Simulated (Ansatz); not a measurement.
Ge, space group Cmcm: a check of PAW against all-electron LAPW, run with the Python package of Ansatz (0.2.0).

`paw_lapw_ge.py`
```python
import logging
import sys

import ansatz
from ase import Atoms
import numpy as np

logging.basicConfig(stream=sys.stdout, format="%(levelname)s %(message)s")
log = logging.getLogger("run")
log.setLevel(logging.INFO)


def count_gap(report):
    # lowest empty less highest filled band, counting bands; zero where they overlap
    return max(report.get("gap_by_band_count_ev") or 0.0, 0.0)

atoms = Atoms(
    ["Ge", "Ge"],
    scaled_positions=[
        [0.666553, 0.333447, 0.25],
        [0.333447, 0.666553, 0.75],
    ],
    cell=[
        [1.488053, -2.59469, 0.0],
        [1.488053, 2.59469, 0.0],
        [0.0, 0.0, 4.727596],
    ],
    pbc=True,
)
system = ansatz.Crystal.from_ase(atoms)

calc = (
    system.calculation()
    .functional("lda")
    .kpoints(length=29)
    .occupations("fermi_dirac", width=100 * ansatz.meV)
    .stress()
    .forces()
    .band_table()
)
variants = {
    "PAW": calc.pseudopotentials("paw"),
    "LAPW": calc.pseudopotentials("all_electron", lapw=True),
}
rows = []
for label, variant in variants.items():
    report = variant.run(threads=1, pin="off").report
    levels = np.array(report["eigenvalues_ev"][0]) - report["fermi_energy_ev"]
    print(label, "levels at the first k-point near E_F:", np.round(levels[np.abs(levels) < 5], 3))
    rows.append((label, report["n_electrons"], np.trace(report["stress_gpa"]) / 3, count_gap(report)))
log.info("     treatment  electrons in bands           P GPa  gap by band count eV")
for row in rows:
    log.info(f"{str(row[0]):>14s}  {row[1]:18.1f}  {row[2]:14.3f}  {row[3]:20.3f}")
```

How well do the two treatments of the cores agree on the pressure?

PAW gives -1.128 GPa and LAPW -1.095 GPa, 0.033 GPa apart. They took 7.0 and 48.1 s of processor time.

The run itself:

```console
$ python paw_lapw_ge.py
DeckWarning: basis.ecutwfc = 420 eV, auto-derived from the records' recommended cutoffs: set by Ge (normal level)
PAW levels at the first k-point near E_F: []
LAPW levels at the first k-point near E_F: []
INFO      treatment  electrons in bands           P GPa  gap by band count eV
INFO            PAW                28.0          -1.128                 0.000
INFO           LAPW                44.0          -1.095                 0.000
```
(Warnings from the package without file and line.)

What to keep in mind:
- The computed bands are complete only to about 1.7 eV above the Fermi level.
- The mesh is modest for a metal, so energies can be off by several to tens of meV an atom and pressures by half a GPa or more; differences at equal mesh fare better.
- Within a few hundredths of an angstrom the cell has the higher group P6_3/mmc; the lower one is a small distortion.
- A gap by band count of zero or less means overlapping bands, a metal.
- This isn't the structure that Ge takes at ambient conditions.
- Levels are Kohn-Sham eigenvalues on this mesh, without spin-orbit coupling.
- Pressure is positive in compression; the treatments may keep other shells as core, so totals and counts of electrons can differ.
- Timing: 56 s on 1 thread of Arm Neoverse N1, with other jobs on the host, peak memory 0.64 GiB.
